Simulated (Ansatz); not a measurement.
**C₂H₄AlNO: small, medium and large basis sets**

Aim: see how fast density functionals converge with the basis set for C₂H₄AlNO.

Method: one geometry, several basis sets; program: Ansatz 0.2.0, Gaussian basis.

Plan: PBE0-D4/def2-SVP; ωB97M-V/def2-SVP; PBE0-D4/def2-QZVPP; ωB97M-V/def2-QZVPP; the functionals' def2-TZVPP values are taken from earlier runs.

**1. The relaxed structure**

All runs share one geometry, relaxed beforehand with PBE0-D4 in a triple-zeta def2 set.

SMILES `N=[C]1C[O][AlH]1`, 9 atoms, charge 0, spin multiplicity 1.

Atoms are counted from 1 here; the program's logs count them from 0.

Bond lengths: N1–C2 1.259 Å, N1–H6 1.019 Å, C2–C3 1.531 Å, C2–Al5 1.990 Å, C3–O4 1.433 Å, C3–H7 1.096 Å, C3–H8 1.096 Å, O4–Al5 1.722 Å, Al5–H9 1.580 Å. Angles: C2–N1–H6 111.7°, N1–C2–C3 124.1°, N1–C2–Al5 153.1°, C3–C2–Al5 82.8°, C2–C3–O4 103.7°, C2–C3–H7 111.2°, C2–C3–H8 111.2°, O4–C3–H7 110.9°, O4–C3–H8 110.9°, H7–C3–H8 108.9°, C3–O4–Al5 96.1°, C2–Al5–O4 77.4°, C2–Al5–H9 151.9°, O4–Al5–H9 130.7°.

Coordinates:

```
atom    x (Å)    y (Å)    z (Å)
  N1   0.4662   0.9339  -1.6250
  C2   0.0941   0.4202  -0.5379
  C3   0.5675  -0.9431  -0.0273
  O4  -0.1160  -1.0927   1.2231
 Al5  -0.9466   0.4142   1.1582
  H6   0.0348   1.8445  -1.7790
  H7   0.2911  -1.7443  -0.7219
  H8   1.6536  -0.9571   0.1171
  H9  -1.9563   1.0781   2.1756
```

**2. PBE0-D4 in def2-SVP**

File in.yaml:

```yaml
crystal:
  periodic: [false, false, false]
  atoms:
    - {symbol: N, position_ang: [0.466228, 0.933925, -1.624982]}
    - {symbol: C, position_ang: [0.094069, 0.420160, -0.537853]}
    - {symbol: C, position_ang: [0.567501, -0.943087, -0.027336]}
    - {symbol: O, position_ang: [-0.116017, -1.092666, 1.223137]}
    - {symbol: Al, position_ang: [-0.946640, 0.414212, 1.158238]}
    - {symbol: H, position_ang: [0.034770, 1.844529, -1.778965]}
    - {symbol: H, position_ang: [0.291119, -1.744329, -0.721878]}
    - {symbol: H, position_ang: [1.653648, -0.957077, 0.117085]}
    - {symbol: H, position_ang: [-1.956278, 1.078134, 2.175557]}
basis:
  gaussian: {orbitals: def2-SVP}
hamiltonian: {xc: pbe0, dispersion: d4}
output: {orbitals: {seedname: orbitals}}
```

The run is started by

```
$ ansatz run in.yaml --threads 2 --pin off --events-out ev --progress --plain --max-ram 4352MiB
```

After this run come: ωB97M-V in def2-SVP; PBE0-D4 in def2-QZVPP; ωB97M-V in def2-QZVPP.

Q: Predict the results of all the runs planned. Wanted: PBE0-D4: double and triple zeta above quadruple; ωB97M-V: double and triple zeta above quadruple.

**Answer**, as computed:

| quantity | value |
| --- | --- |
| PBE0-D4: double and triple zeta above quadruple | 9.46, 0.53 eV |
| ωB97M-V: double and triple zeta above quadruple | 9.63, 0.50 eV |

PBE0-D4 gains 8.93 eV from double to triple zeta, then 0.53 eV more. Total energies overstate the basis error of differences, where much of it tends to cancel.
